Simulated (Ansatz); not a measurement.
# Ta3Cu (I4/mmm) in Ansatz: further runs

The runs below take Ta3Cu through single point, relaxation of cell and atoms, with PBE, revPBE, BLYP.

All numbers are computed with Ansatz 0.2.0; they aren't measurements. Logs are shortened: lines on timing, memory, paths and dates and some standing lists are left out, and cuts for length are marked.

### Step 1. The crystal as given

It takes space group I4/mmm (No. 139, tetragonal). Conventional cell: a = 4.013 Å, b = 4.013 Å, c = 8.416 Å, α = 90.00°, β = 90.00°, γ = 90.00°. Ta (site symmetry 4/mmm) is surrounded by 4 Cu at 2.84 Å and 8 Ta at 2.91 Å. Around Ta (site symmetry -4m2) lie 8 Ta at 2.84 to 2.91 Å and 4 Cu at 2.91 Å. Around Cu (site symmetry 4/mmm) lie 12 Ta at 2.84 to 2.91 Å.

The cell comes from a database or a generator and needn't be the stable form of this composition.

### Step 2. Single point, PBE

input.yaml

```yaml
crystal:
  lattice:
    - [-2.006507, 2.006507, 4.20817]
    - [2.006507, -2.006507, 4.20817]
    - [2.006507, 2.006507, -4.20817]
  atoms:
    - { symbol: Ta, position: [0.5, 0.5, 0.0] }
    - { symbol: Ta, position: [0.25, 0.75, 0.5] }
    - { symbol: Ta, position: [0.75, 0.25, 0.5] }
    - { symbol: Cu, position: [0.0, 0.0, 0.0] }
hamiltonian:
  xc: pbe
  pseudopotentials: { kind: paw }
kpoints:
  mp_grid: { grid: [7, 7, 7] }
scf:
  occupations: { method: fermi_dirac, width: 0.05 }
output:
  forces: true
  stress: true
  eigenvalues: true
```

Potentials or basis: Ansatz PAW.

Started as:

```
ansatz run input.yaml --threads 2 --pin off --max-ram 5632MiB --backend cpu --events-out ev --progress --plain --runs-dir out
```

Standard output:

```text
Warning: RAYON_NUM_THREADS=2 ignored (pool sized by the plan → 2); use --threads N
Engine: ansatz 0.2.0, aarch64-unknown-linux-gnu
Pseudopotentials: kind: paw
Pseudopotential: Ta, paw, valence charge 13, recommended cutoff 420 eV (normal), Ta.paw.azcp
Pseudopotential: Cu, paw, valence charge 19, recommended cutoff 420 eV (normal), Cu.paw.azcp
Functional definition: PBE
  parameter kappa = 0.804
  parameter beta = 0.06672455060314922
  exchange = pbe_x(kappa = kappa, mu = beta*pi^2/3)
  correlation = pbe_c(beta = beta)
Crystal: 4 atoms, lattice volume = 67.770 Å³
Basis set: ecut = 420 eV, 1347 PW (Γ), exchange–correlation on 72×72×72 points (8 copies of the dense FFT grid, shifted against one another)
Bands: 35, of which v1, the nominal top of the filled ones, is band 29 counted from 1 (28 counted from 0)
Symmetry: 16 space group operations
Space group: I4/mmm (ITA 139), of the structure as read, at distance tolerance 4.1e-5 Å
k-points: 40 of 343
Non-local potential: Ta, projectors of the file, l = 0: 3, l = 1: 2, l = 2: 2, l = 3: 1
Non-local potential: Cu, projectors of the file, l = 0: 3, l = 1: 2, l = 2: 3, l = 3: 1
PAW form: soft (Blöchl's): semilocal exchange-correlation on the pseudo side does not see the compensation charge
PAW one-centre angular grid: Ta, 590 points (default); XC on 64 Gauss nodes
PAW one-centre angular grid: Cu, 590 points (default); XC on 64 Gauss nodes
Initial density: superposition of atomic densities (neutral atoms: chi_scale 0, normalization atom), corrected by the library's trained network
Initial wavefunctions: pseudopotential atomic-orbital guess
Functional: x = pbe(κ = 0.804, μ = 0.2195149727645171), c = pbe(β = 0.06672455060314922)
SCF iter   1: F=—  HF=-36421.317399 eV  |F-HF|=—  |Δ(HF+E_count)|=         —  Δρ=6.45e-3  dr2=2.48e-2  ethr=1.77e-3  ⟨swp⟩=5.3  Hψ=4791  notcnv=0
preconditioner: auto → Kerker (q_TF=auto, 2.658 Å⁻¹)  [metal: Δε(μ)=0.068 eV  Ē_g=4.722 eV  σ=0.050 eV  W_gap=0.33  n_scr=14 (ndim 8)  ℏωp=23.0 eV  f_vac=0.000  D(μ)=3.38/eV (n_scr^D=32)]
SCF iter   2: F=—  HF=-36421.317466 eV  |F-HF|=—  |Δ(HF+E_count)|=   6.72e-5  Δρ=3.66e-3  dr2=7.55e-3  ethr=4.27e-5  ⟨swp⟩=1.8  Hψ=1999  notcnv=0  defer=1
SCF iter   3: F=—  HF=-36421.316912 eV  |F-HF|=—  |Δ(HF+E_count)|=   5.54e-4  Δρ=1.76e-3  dr2=1.57e-3  ethr=1.30e-5  ⟨swp⟩=2.0  Hψ=1885  notcnv=0  defer=1
SCF iter   4: F=—  HF=-36421.316672 eV  |F-HF|=—  |Δ(HF+E_count)|=   2.40e-4  Δρ=2.93e-4  dr2=6.80e-5  ethr=2.71e-6  ⟨swp⟩=2.0  Hψ=1690  notcnv=0  defer=1
SCF iter   5: F=—  HF=-36421.316674 eV  |F-HF|=—  |Δ(HF+E_count)|=   1.85e-6  Δρ=7.02e-5  dr2=1.93e-6  ethr=1.17e-7  ⟨swp⟩=2.0  Hψ=1873  notcnv=0  defer=1
SCF iter   6: F=-36421.316674 eV  HF=-36421.316674 eV  |F-HF|=9.58e-8  |Δ(HF+E_count)|=   2.83e-7  Δρ=1.44e-5  dr2=9.03e-8  ethr=1.72e-10  ⟨swp⟩=4.1  Hψ=6039  notcnv=0
SCF 1 converged in 6 iterations: F = -36421.316674 eV  dr2 = 9.03e-8
SCF converged after 6 iterations
Free energy (F): -36421.316674 eV
Harris-Foulkes:  -36421.316674 eV  (|F-HF|=9.58e-8)
Internal energy: -36421.287149 eV  (E = F + TS)
E sigma→0 (E₀):  -36421.301912 eV
Entropy (-TS):   -0.029524 eV (-7.381 meV/atom)
Fermi energy:    18.071372 eV
--- Per-component energies (eV) ---
  E_band       = -691.510133
  E_kinetic    = 1394.836358
  E_local      = -6461.465944  (includes V_loc(G=0)·N_el)
  E_nonlocal   = 426.776743
  E_hartree    = 2727.413649
  E_xc         = -744.810100
  E_vxc        = -727.538750  (∫ρ·V_xc dr)
  E_paw        = -26846.302402  (= ΣΔE_a)
  E_vpaw       = -778.968975  (= ΣTr[D̂ρ^β])
  E_aug_tail   = 0.000769  (compensation charges beyond the density's cutoff)
  E_ewald      = -6917.736223
  E_smearing   = -0.029524  (= −TS)
  E_closure    = -0.000000  (closes the sum)
  Σ components = -36421.316674   (vs F -36421.316674, Δ=0.00e0)
--- Forces (eV/Å), atoms counted from 1 ---
  atom   1  Ta     0.00000000    -0.00000000     0.00000000
  atom   2  Ta     0.00000000    -0.00000000     0.00000000
  atom   3  Ta    -0.00000000     0.00000000     0.00000000
  atom   4  Cu     0.00000000     0.00000000     0.00000000
  max |Σ_I F_I| component: 3.47e-18 eV/Å
--- Stress (GPa, compression-positive) ---
        0.573336       0.000000       0.000000
        0.000000       0.573336      -0.000000
        0.000000       0.000000      -0.012203
  P = ⅓ Tr σ = 0.3782 GPa (3.782 kbar)
--- Band table (eV; the first three rows and the last of 40) ---
  k-point 0: bands = ["-94.9020", "-52.2668", "-52.2668", "-52.2116", "-49.5546", "-49.4379", "-49.3915", "-16.4844", "-16.3300", "-16.3300", "-16.1281", "-16.1281", "-15.9633", "-15.5416", "-15.5344", "-15.5344", "9.6506", "13.3575", "14.1209", "14.3223", "14.6376", "14.8642", "14.8642", "15.8949", "16.2097", "16.4449", "16.4449", "17.9067", "17.9067", "18.1710", "20.0712", "20.3451", "20.5416", "20.8670", "22.4056"]
  k-point 1: bands = ["-94.9020", "-52.2669", "-52.2668", "-52.2115", "-49.5432", "-49.4386", "-49.4019", "-16.5018", "-16.3022", "-16.2264", "-16.1805", "-16.1381", "-15.8797", "-15.7020", "-15.5560", "-15.5246", "10.1977", "13.7217", "14.3406", "14.4899", "14.7176", "14.8771", "15.1335", "15.3046", "16.1255", "16.5615", "16.7757", "17.4757", "17.7722", "18.1500", "18.8484", "20.5234", "20.6336", "21.0315", "21.7172"]
  k-point 2: bands = ["-94.9020", "-52.2670", "-52.2669", "-52.2115", "-49.5167", "-49.4412", "-49.4251", "-16.5646", "-16.3595", "-16.2018", "-16.1966", "-16.0207", "-15.8330", "-15.7743", "-15.6072", "-15.5075", "11.6447", "13.9647", "14.1909", "14.3404", "14.7992", "14.8460", "14.8965", "16.2489", "16.3171", "16.7061", "16.8531", "17.3541", "17.4098", "17.7782", "18.4841", "19.2894", "20.7878", "21.1124", "21.3808"]
  k-point 39: bands = ["-94.9020", "-52.2669", "-52.2668", "-52.2117", "-49.4969", "-49.4903", "-49.3971", "-16.4601", "-16.4555", "-16.1783", "-15.9742", "-15.9284", "-15.9180", "-15.8970", "-15.6163", "-15.5745", "12.4380", "12.4732", "13.4662", "13.6445", "14.1849", "14.2063", "14.5888", "15.5089", "15.9552", "16.5440", "16.8098", "16.8364", "18.6044", "18.8311", "19.8841", "20.6316", "21.0207", "21.5765", "21.9485"]
```

Wall time 2.3 s (2 threads of Arm Neoverse V2, shared host); peak memory 0.39 GiB.

What came out:

- Free energy: -36421.3167 eV
- Pressure: 0.4 GPa
- Band gap on the k mesh: none (metal or under the smearing width)

Stress tensor (GPa, compression positive):
```
 0.57  0.00  0.00
 0.00  0.57  0.00
 0.00  0.00 -0.01
```

Levels at points of the mesh, in eV from the Fermi level:
```
           k point  band 27  band 28  band 29  band 30  band 31  band 32
(0.00, 0.00, 0.00)    -1.63    -0.16    -0.16     0.10     2.00     2.27
```

Spin-orbit coupling is left out, which matters for the levels of Ta.

### Step 3. Relaxation of cell and atoms, revPBE

Edit input.yaml of step 2 so:

```diff
@@ -11,3 +11,3 @@
 hamiltonian:
-  xc: pbe
+  xc: revpbe
   pseudopotentials: { kind: paw }
@@ -21 +21,5 @@
   eigenvalues: true
+relax:
+  f_tol: 0.01
+  max_steps: 40
+  cell: { stress_tol: 0.05 }
```

Potentials or basis: Ansatz PAW.

Started as:

```
ansatz run input.yaml --threads 2 --pin off --max-ram 5632MiB --backend cpu --events-out ev --progress --plain --runs-dir out
```

Wall time 16 s (2 threads of Arm Neoverse V2, shared host); peak memory 0.41 GiB.

It converged, with:

```yaml
Free_energy: -36451.8262 eV
Relaxed_volume: 17.22 Å³/atom
Relaxed_cell: a = 5.098 Å, b = 5.098 Å, c = 5.098 Å, α = 133.32°, β = 133.32°, γ = 68.15°
Space_group_after_relaxing_to_0.05_Å: I4/mmm (No. 139)
Energy_gained_by_relaxing: 2.6 meV/atom
Ionic_steps: 4
Pressure_after_relaxing: 0.0 GPa
Band_gap_on_the_k_mesh: none (metal or under the smearing width)
```

The path:
```tsv
step	energy change (eV)	largest force (eV/Å)	volume (Å³)
1	0.0000	0.0000	67.77
2	-0.0097	0.0000	68.94
3	-0.0098	0.0000	68.88
4	-0.0103	0.0000	68.88
```

Final structure:
```
Ta Cu
1.0
    -2.01941    2.01941    4.22239
     2.01941   -2.01941    4.22239
     2.01941    2.01941   -4.22239
Ta Cu
3 1
Cartesian
  0.0000 0.0000 4.2224
  2.0194 0.0000 2.1112
  0.0000 2.0194 2.1112
  0.0000 0.0000 0.0000
```

Levels at points of the mesh, in eV from the Fermi level:
```
           k point  band 25  band 26  band 27  band 28  band 29  band 30  band 31  band 32  band 33  band 34
(0.00, 0.00, 0.00)    -1.81    -1.59    -1.59    -0.17    -0.17     0.10     1.96     2.26     2.47     2.76
```

Caveat: the plane-wave basis is chosen anew once the cell has moved, so the energies of steps on either side of that aren't comparable; the PAW data sets come from PBE, with cores solved anew for the run's functional, which leaves a small shift of forces and pressure. The run has no spin-orbit coupling, so splittings on Ta are missing.

### Step 4. Relaxation of cell and atoms, BLYP

Edit input.yaml of step 3 so:

```diff
@@ -11,3 +11,3 @@
 hamiltonian:
-  xc: revpbe
+  xc: blyp
   pseudopotentials: { kind: paw }
@@ -21,2 +21,6 @@
   eigenvalues: true
+  write_density: true
+  write_potential: true
+  elf: true
+  volumetric_format: npy
 relax:
```

Started as:

```
ansatz run input.yaml --threads 2 --pin off --max-ram 5632MiB --backend cpu --events-out ev --progress --plain --runs-dir out
```

Run time: 21 s. Hardware: 2 threads of Arm Neoverse V2, shared host; peak memory 0.42 GiB.

The run converged. Its results:

- Free energy: -36501.9584 eV
- Relaxed volume: 17.58 Å³/atom
- Relaxed cell: a = 5.126 Å, b = 5.126 Å, c = 5.126 Å, α = 133.18°, β = 133.18°, γ = 68.37°
- Space group after relaxing (to 0.05 Å): I4/mmm (No. 139)
- Energy gained by relaxing: 13.2 meV/atom
- Ionic steps: 5
- Pressure after relaxing: 0.0 GPa
- Band gap on the k mesh: none (metal or under the smearing width)

The path:
| step | energy change (eV) | largest force (eV/Å) | volume (Å³) |
| --- | --- | --- | --- |
| 1 | 0.0000 | 0.0000 | 67.77 |
| 2 | -0.0509 | 0.0000 | 70.68 |
| 3 | -0.0520 | 0.0000 | 70.34 |
| 4 | -0.0520 | 0.0000 | 70.33 |
| 5 | -0.0529 | 0.0000 | 70.33 |

Final structure:
```
Ta Cu
1.0
    -2.03633    2.03633    4.24001
     2.03633   -2.03633    4.24001
     2.03633    2.03633   -4.24001
Ta Cu
3 1
Direct
  0.50000 0.50000 0.00000
  0.25000 0.75000 0.50000
  0.75000 0.25000 0.50000
  0.00000 0.00000 0.00000
```

Levels at points of the mesh, in eV from the Fermi level:
```tsv
k point	band 27	band 28	band 29	band 30	band 31	band 32
(0.00, 0.00, 0.00)	-1.53	-0.21	-0.21	0.10	2.13	2.14
```

Caveat: the plane-wave basis is chosen anew once the cell has moved, so the energies of steps on either side of that aren't comparable; the PAW data sets come from PBE, with cores solved anew for the run's functional, which leaves a small shift of forces and pressure.

### Step 5. Summary

```tsv
task	level	cell	gap on the mesh (eV)	pressure (GPa)	relaxed volume (Å³/atom)
single point	PBE	as given	none	0.4	-
relaxation of cell and atoms	revPBE	relaxed	none	0.0	17.22
relaxation of cell and atoms	BLYP	relaxed	none	0.0	17.58
```

Alike in all rows: potentials or basis Ansatz PAW; no spin polarisation; k mesh 7 × 7 × 7; cutoff (eV) 420; smearing fermi-dirac 0.05 eV.

Caveats: the plane-wave basis is chosen anew once the cell has moved, so the energies of steps on either side of that aren't comparable (some runs); the PAW data sets come from PBE, with cores solved anew for the run's functional, which leaves a small shift of forces and pressure (some runs).

Total energies depend on the potentials used, so only differences within one code and one set of settings carry meaning.
